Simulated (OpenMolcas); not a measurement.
# Pt⁴⁺ with 6 ligands (chloride): CASSCF and CASPT2 levels and susceptibility

Which state of Pt⁴⁺ lies lowest among these ligands, how large is the field, and what χT follows?

The numbers are computed with OpenMolcas 26.06 (state-averaged CASSCF and CASPT2, spin-orbit coupling by RASSI with atomic mean-field integrals), except any that are marked as measured or tabulated.

## (1) What is computed

- Species: Pt⁴⁺ (platinum, Z = 78, 74 electrons)
- Basis: ANO-RCC-VDZP [7s6p4d2f], 167 functions with the ligands
- Scalar Hamiltonian: DKH2, point nucleus
- Inactive shells: 1s 2s 2p 3s 3p 3d 4s 4p 4d 4f 5s 5p of the metal, and all ligand shells
- Active space: 6 electrons in 5 orbitals (5d)
- Some configurations of this space: 5d6
- Orbitals: optimised for each spin and parity, averaged over all roots

The outer shells:

5d6
```
5d [↑↓][↑ ][↑ ][↑ ][↑ ]
```

Pt⁴⁺ is taken with 6 ligands (chloride) in octahedron coordination (Oh) at 2.36 Å. A charge of +0.333 e stands 2.6 Å behind each ligand. Ligand basis ANO-RCC-VDZP. The distances are assumed, not relaxed.

```xyz
7

Pt    0.0000    0.0000    0.0000
Cl    2.3600    0.0000    0.0000
Cl    0.0000    2.3600    0.0000
Cl   -2.3600    0.0000    0.0000
Cl    0.0000   -2.3600    0.0000
Cl    0.0000    0.0000    2.3600
Cl    0.0000    0.0000   -2.3600
```

Each step is its own input file, run in one work folder so that later steps find the files of earlier ones. Labels, J, g values, rates, χT and fits are worked out afterwards by a script from the matrices that RASSI stores. The input lists half of the charges; inversion (Group=XYZ) makes the rest.

## (2) GATEWAY and SEWARD: basis and integrals

Contents of a.inp:

```
&GATEWAY
Coord
7

Pt 0.0 0.0 0.0
Cl 2.360000 0.000000 0.000000
Cl 0.000000 2.360000 0.000000
Cl -2.360000 0.000000 0.000000
Cl 0.000000 -2.360000 0.000000
Cl 0.000000 0.000000 2.360000
Cl 0.000000 0.000000 -2.360000
Basis=Pt.ANO-RCC-VDZP,Cl.ANO-RCC-VDZP
Group=XYZ
NoMove
AngMom=0.0 0.0 0.0
AMFI
RICD
XField
3 Angstrom 0
4.960000 0.000000 0.000000 0.333333
0.000000 4.960000 0.000000 0.333333
0.000000 0.000000 4.960000 0.333333
&SEWARD
```

Started as:

```
OMP_NUM_THREADS=1 MOLCAS_MEM=2457 MOLCAS_PROJECT=a pymolcas a.inp > a.log
```

## (3) Reference wave functions, quintets of even parity, 5 roots

Contents of a.inp:

```
&RASSCF
FileOrb=start.orb
Symmetry=1
Spin=5
nActEl=6 0 0
Inactive=42 46
Ras2=5 0
CIRoot=5 5 1
SDav=5
CIMx=300
Iter=150 100
PrWF=0.3
OrbListing=Nothing
MaxOrb=0
LevShft=1.0
>>> COPY $Project.JobIph JOB001
```

start.orb holds start orbitals that the driver prepared beforehand, or those of the step before.

## (4) CASSCF: triplets of even parity, 45 roots

Contents of a.inp:

```
&RASSCF
FileOrb=start.orb
Symmetry=1
Spin=3
nActEl=6 0 0
Inactive=42 46
Ras2=5 0
CIRoot=45 45 1
SDav=45
CIMx=300
Iter=150 100
PrWF=0.3
OrbListing=Nothing
MaxOrb=0
LevShft=1.0
>>> COPY $Project.JobIph JOB002
```

## (5) CASSCF: singlets of even parity, 50 roots

Contents of a.inp:

```
&RASSCF
FileOrb=start.orb
Symmetry=1
Spin=1
nActEl=6 0 0
Inactive=42 46
Ras2=5 0
CIRoot=50 50 1
SDav=50
CIMx=300
Iter=150 100
PrWF=0.3
OrbListing=Nothing
MaxOrb=0
LevShft=1.0
>>> COPY $Project.JobIph JOB003
```

## (6) RASSI: spin-orbit coupling between the states

Contents of a.inp:

```
&RASSI
NrOfJobIphs=3 5 45 50
1 2 3 4 5
1 2 3 4 5 6 7 8 9 10 11 12 13 14 15 16 17 18 19 20 21 22 23 24 25 26 27
28 29 30 31 32 33 34 35 36 37 38 39 40 41 42 43 44 45
1 2 3 4 5 6 7 8 9 10 11 12 13 14 15 16 17 18 19 20 21 22 23 24 25 26 27
28 29 30 31 32 33 34 35 36 37 38 39 40 41 42 43 44 45 46 47 48 49 50
IphNames
JOB001
JOB002
JOB003
EJob
SpinOrbit
DIPRint=1.0
SOCoupling=1000.0
Subsets=2
Property=9
'ANGMOM' 1 'ANGMOM' 2 'ANGMOM' 3 'MLTPL  1' 1 'MLTPL  1' 2 'MLTPL  1' 3
'AMFI' 1 'AMFI' 2 'AMFI' 3
SOProperty=3
'ANGMOM' 1 'ANGMOM' 2 'ANGMOM' 3
```

## (7) CASPT2: IPEA 0.25, imaginary shift 0.1 (closed shells correlated: 5s 5p of the metal, with ligand shells; the Frozen line counts the rest)

Contents of a.inp:

```
>>> COPY JOB001 $Project.JobIph
&CASPT2
Multistate=5 1 2 3 4 5
NoMult
Frozen=29 31
IPEA=0.25
Imaginary=0.1
MaxIter=60
WThr=0.0 0.3 0.05
PrWF=0.5
NoMix
>>> COPY JOB002 $Project.JobIph
&CASPT2
Multistate=45 1 2 3 4 5 6 7 8 9 10 11 12 13 14 15 16 17 18 19 20 21 22
23 24 25 26 27 28 29 30 31 32 33 34 35 36 37 38 39 40 41 42 43 44 45
NoMult
Frozen=29 31
IPEA=0.25
Imaginary=0.1
MaxIter=60
WThr=0.0 0.3 0.05
PrWF=0.5
NoMix
>>> COPY JOB003 $Project.JobIph
&CASPT2
Multistate=50 1 2 3 4 5 6 7 8 9 10 11 12 13 14 15 16 17 18 19 20 21 22
23 24 25 26 27 28 29 30 31 32 33 34 35 36 37 38 39 40 41 42 43 44 45 46
47 48 49 50
NoMult
Frozen=29 31
IPEA=0.25
Imaginary=0.1
MaxIter=60
WThr=0.0 0.3 0.05
PrWF=0.5
NoMix
```

(Steps that only read results are left out.)

Before running it: what results should come out? Wanted: spin-free ground state; first state of the same spin within the active space; lowest level; next level.

As calculated:

| quantity | value |
| --- | --- |
| method | SS-CASPT2, IPEA 0.25, imaginary shift 0.1 (closed shells correlated: 5s 5p of the metal, with ligand shells; the Frozen line counts the rest) |
| spin-free ground state | 1A1, 1-fold in its orbital part |
| first state of the same spin within the active space | singlet at 22000 cm⁻¹ |
| lowest level | 1-fold |
| next level | 18179.2 cm⁻¹ |
| χT at 300 K | 0.01 cm³ K/mol |
| effective moment at 300 K | 0.28 μB |

Cost by method:

| method | time of its own steps | time with the reference |
| --- | --- | --- |
| A. CASSCF | 70 s | 70 s |
| B. SS-CASPT2, IPEA 0.25, imaginary shift 0.1, +5s 5p | 5 min | 6.1 min |

Times are of one thread on a shared host.

In words: The spin-free ground state (1A1) is 1-fold and has less than the highest spin computed. CASPT2 does not keep the components of a term degenerate, and the means are used. With metal d orbitals alone active, the gaps between spin states are rough; where two lie within a few thousand cm-1, their order is open. The bonds are covalent and no ligand orbital is active, so the numbers are rough.
